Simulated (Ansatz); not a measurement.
**BF2HSSi: small, medium and large basis sets**

An exercise on one series of results from a longer session: the logs are not shown, and one member is left open.

Computed with Ansatz 0.2.0, Gaussian basis. Level: one geometry, several basis sets.

Levels to be run: PBE0-D4/def2-SVP; ωB97M-V/def2-SVP; PBE0-D4/def2-QZVPP; ωB97M-V/def2-QZVPP; the functionals' def2-TZVPP values are taken from earlier runs.

### Structure used throughout

All runs share one geometry, relaxed beforehand with PBE0-D4 in a triple-zeta def2 set.

SMILES `FB1S[SiH]1F`, 6 atoms, charge 0, spin multiplicity 1.

Atoms are counted from 1 here; the program's logs count them from 0.

Bond lengths: F1–B2 1.308 Å, B2–S3 1.792 Å, B2–Si4 1.915 Å, S3–Si4 2.161 Å, Si4–F5 1.594 Å, Si4–H6 1.476 Å. Angles: F1–B2–S3 132.9°, F1–B2–Si4 155.9°, S3–B2–Si4 71.2°, B2–S3–Si4 57.0°, B2–Si4–S3 51.7°, B2–Si4–F5 123.3°, B2–Si4–H6 129.5°, S3–Si4–F5 115.8°, S3–Si4–H6 115.3°, F5–Si4–H6 106.5°.

The first run:

Input file in.yaml:

```yaml
crystal:
  periodic: [false, false, false]
  atoms:
    - {symbol: F, position_ang: [0.221028, -2.444233, 0.157818]}
    - {symbol: B, position_ang: [-0.071025, -1.174084, 0.051321]}
    - {symbol: S, position_ang: [-1.575701, -0.300358, -0.378699]}
    - {symbol: Si, position_ang: [0.281772, 0.708443, 0.070961]}
    - {symbol: F, position_ang: [0.961113, 1.484350, -1.143924]}
    - {symbol: H, position_ang: [0.224913, 1.661682, 1.196322]}
basis:
  gaussian: {orbitals: def2-SVP}
hamiltonian: {xc: pbe0, dispersion: d4}
output: {orbitals: {seedname: orbitals}}
```

Command:

```console
ansatz run in.yaml --threads 2 --pin off --events-out ev --progress --plain --max-ram 4352MiB
```

Steps of the session up to this table: PBE0-D4 in def2-SVP; ωB97M-V in def2-SVP; PBE0-D4 in def2-QZVPP; ωB97M-V in def2-QZVPP.

One table of the session follows, with a row left open; its other results are not shown here.

| functional | basis | HOMO (eV) |
| --- | --- | --- |
| PBE0-D4 | def2-SVP | ? |
| PBE0-D4 | def2-TZVPP | -7.60 |
| PBE0-D4 | def2-QZVPP | -7.62 |
| ωB97M-V | def2-SVP | -9.59 |
| ωB97M-V | def2-TZVPP | -9.64 |
| ωB97M-V | def2-QZVPP | -9.67 |

Estimate the missing values for PBE0-D4, def2-SVP.

**Answer.** HOMO (eV): -7.58. In the column «HOMO (eV)» it is the highest.
